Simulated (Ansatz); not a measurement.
**GeH₅NOSi: a ladder of functionals and wavefunction methods**

The task here is to estimate one member of a computed series from the others.

The runs use Ansatz 0.2.0, Gaussian basis; functionals in def2-TZVPP, the program's frozen cores in correlated methods.

Levels to be run: LDA (SPW92), PBE-D4, revPBE-D4, BLYP-D4, r2SCAN-D4, B97M-V, PBE0-D4, B3LYP-D4, r2SCANh-D4, r2SCAN0-D4, HSE06-D4, BHLYP-D4, CAM-B3LYP-D4, LC-ωPBE, ωB97X-V, ωB97M-V, B2PLYP, PBE-QIDH; CCSD(T)/def2-SVP; CCSD(T)/def2-TZVPP; MP2/def2-QZVPP; extrapolation to the limit; RPA on PBE.

## The geometry

The geometry comes from an earlier relaxation with PBE0-D4 in a triple-zeta def2 set; it is a stationary point, not always the lowest conformer.

SMILES `[NH2][GeH]1[O][SiH2]1`, 9 atoms, charge 0, spin multiplicity 1.

Atoms are counted from 1 here; the program's logs count them from 0.

Bond lengths: N1–Ge2 1.814 Å, N1–H5 1.008 Å, N1–H6 1.007 Å, Ge2–O3 1.897 Å, Ge2–Si4 2.258 Å, Ge2–H7 1.535 Å, O3–Si4 1.648 Å, Si4–H8 1.487 Å, Si4–H9 1.487 Å. Angles: Ge2–N1–H5 117.3°, Ge2–N1–H6 118.7°, H5–N1–H6 111.5°, N1–Ge2–O3 110.3°, N1–Ge2–Si4 124.5°, N1–Ge2–H7 107.3°, O3–Ge2–Si4 45.7°, O3–Ge2–H7 108.0°, Si4–Ge2–H7 126.7°, Ge2–O3–Si4 78.8°, Ge2–Si4–O3 55.5°, Ge2–Si4–H8 122.1°, Ge2–Si4–H9 124.3°, O3–Si4–H8 117.3°, O3–Si4–H9 118.0°, H8–Si4–H9 109.3°.

Set-up of the first run:

The input, in.yaml:

```yaml
crystal:
  periodic: [false, false, false]
  atoms:
    - {symbol: N, position_ang: [-0.611262, 1.281220, -1.252831]}
    - {symbol: Ge, position_ang: [0.478316, 0.540688, -0.006413]}
    - {symbol: O, position_ang: [0.756748, -1.296873, -0.385745]}
    - {symbol: Si, position_ang: [0.040698, -1.380507, 1.096346]}
    - {symbol: H, position_ang: [-0.324375, 2.159234, -1.655198]}
    - {symbol: H, position_ang: [-1.606707, 1.250710, -1.105276]}
    - {symbol: H, position_ang: [1.833540, 1.255028, -0.102881]}
    - {symbol: H, position_ang: [-1.327052, -1.959981, 1.162169]}
    - {symbol: H, position_ang: [0.848597, -1.895920, 2.232728]}
basis:
  gaussian: {orbitals: def2-TZVPP}
hamiltonian: {xc: lda}
output: {orbitals: {seedname: orbitals}}
```

Steps of the session up to this table: LDA; PBE-D4 (GGA); revPBE-D4 (GGA); BLYP-D4 (GGA); r2SCAN-D4 (meta-GGA); B97M-V (meta-GGA); PBE0-D4 (hybrid); B3LYP-D4 (hybrid); r2SCANh-D4 (hybrid); r2SCAN0-D4 (hybrid); HSE06-D4 (hybrid); BHLYP-D4 (hybrid); CAM-B3LYP-D4 (range-separated); LC-ωPBE (range-separated); ωB97X-V (range-separated); ωB97M-V (range-separated); B2PLYP (double hybrid); PBE-QIDH (double hybrid).

One of the session's tables, all rows but one given; the rest of the session is left out.

It belongs to the step «Orbital energies across the functionals». 

| functional | HOMO (eV) | gap (eV) |
| --- | --- | --- |
| LDA (SPW92) | -5.59 | 3.65 |
| PBE-D4 | -5.44 | 3.73 |
| revPBE-D4 | -5.38 | 3.76 |
| BLYP-D4 | -5.30 | 3.68 |
| r2SCAN-D4 | -5.67 | 4.21 |
| B97M-V | -5.74 | 4.21 |
| PBE0-D4 | -6.57 | 5.71 |
| B3LYP-D4 | -6.37 | 5.26 |
| r2SCANh-D4 | -6.09 | 4.93 |
| r2SCAN0-D4 | -6.73 | 6.00 |
| HSE06-D4 | -6.18 | 4.94 |
| BHLYP-D4 | ? | ? |
| CAM-B3LYP-D4 | -7.84 | 7.96 |
| LC-ωPBE | -9.10 | 10.36 |
| ωB97X-V | -8.79 | 9.96 |
| ωB97M-V | -8.65 | 9.55 |

Q: Estimate the row for BHLYP-D4 from the others.

Worked estimate for «HOMO (eV)». Against the share of exact exchange, BLYP-D4 (0, -5.30), B3LYP-D4 (0.2, -6.37) give a slope of -5.35 per unit share; at 0.5 the line stands at -7.97.

As computed: HOMO (eV): -7.60; gap (eV): 7.63. In «HOMO (eV)» the line misses by -0.37.
